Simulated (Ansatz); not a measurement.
# SnO (Romarchite): the cost of one run

Computed with Ansatz 0.2.0 (DFT, PBE, plane-wave PAW, default files, scalar-relativistic, unless a step's input says otherwise).

**1. Starting point**

It takes space group P4/nmm (No. 129, tetragonal). The conventional cell has a = 3.799 Å, b = 3.799 Å, c = 4.841 Å, α = 90.00°, β = 90.00°, γ = 90.00°. Sn (site symmetry 4mm) has 4 O at 2.22 Å as nearest neighbours. O (site symmetry -4m2) has 4 Sn at 2.22 Å as nearest neighbours.

As a file:

```cif
data_structure
_symmetry_space_group_name_H-M 'P4/nmm:1'
_symmetry_Int_Tables_number 129
_cell_length_a 3.7986
_cell_length_b 3.7986
_cell_length_c 4.8408
_cell_angle_alpha 90.000
_cell_angle_beta 90.000
_cell_angle_gamma 90.000
_cell_volume 69.85
loop_
_atom_site_label
_atom_site_type_symbol
_atom_site_symmetry_multiplicity
_atom_site_Wyckoff_symbol
_atom_site_fract_x
_atom_site_fract_y
_atom_site_fract_z
_atom_site_occupancy
Sn1 Sn 2 c 0.50000 0.00000 0.23690 1
O1 O 2 a 0.00000 0.00000 0.00000 1
```

The earlier run gave: no gap over 0.1 eV on the mesh, largest force 0.503 eV/Å, pressure 4.8 GPa.

Like atoms gathered into sites:

| site | atoms | first shell | V_zz (10²¹ V/m²) | η | C_Q (MHz) |
| --- | --- | --- | --- | --- | --- |
| Sn | 1, 2 | 4 O at 2.22 Å | -17.62 | 0.00 | – |
| O | 3, 4 | 4 Sn at 2.22 Å | 0.11 | 0.00 | -0.067 (¹⁷O) |

Conventions: |V_zz| ≥ |V_yy| ≥ |V_xx|, η = (V_xx − V_yy)/V_zz, C_Q = eQV_zz/h. Quadrupole moments are those of Pyykkö's year-2017 table. A dash under C_Q marks elements without a common quadrupolar isotope.

**2. Z stretched by -3 %, ions relaxed**

The input, input.yaml:

```yaml
crystal:
  lattice:
    - [3.7986, 0.0, 0.0]
    - [0.0, 3.7986, 0.0]
    - [0.0, 0.0, 4.695576]
  atoms:
    - { symbol: Sn, position: [0.5, 0.0, 0.2422836718] }
    - { symbol: Sn, position: [0.0, 0.5, 0.7577163282] }
    - { symbol: O, position: [0.0, 0.0, 0.0] }
    - { symbol: O, position: [0.5, 0.5, 0.0] }
kpoints:
  mp_grid: { grid: [12, 12, 10] }
scf:
  occupations: { method: fermi_dirac, width: 0.05 }
hamiltonian:
  xc: pbe
  pseudopotentials: { kind: paw }
output:
  forces: true
  stress: true
  populations: true
  efg:
    quadrupole_moments_barn: { Sn: -0.132, O: -0.02558 }
    contact_densities: true
  write_density: true
  write_potential: true
  elf: true
  volumetric_format: npy
relax:
  f_tol: 0.02
  max_steps: 60
```

Launch:

```sh
$ ansatz run input.yaml --threads 1 --pin off --max-ram 3072MiB --backend cpu --events-out ev --progress --plain --runs-dir out
```

What time and memory should one allow on 1 thread of Intel Xeon 6975P-C (Granite Rapids), shared host?

About 32 s, with a peak of 0.6 GiB.
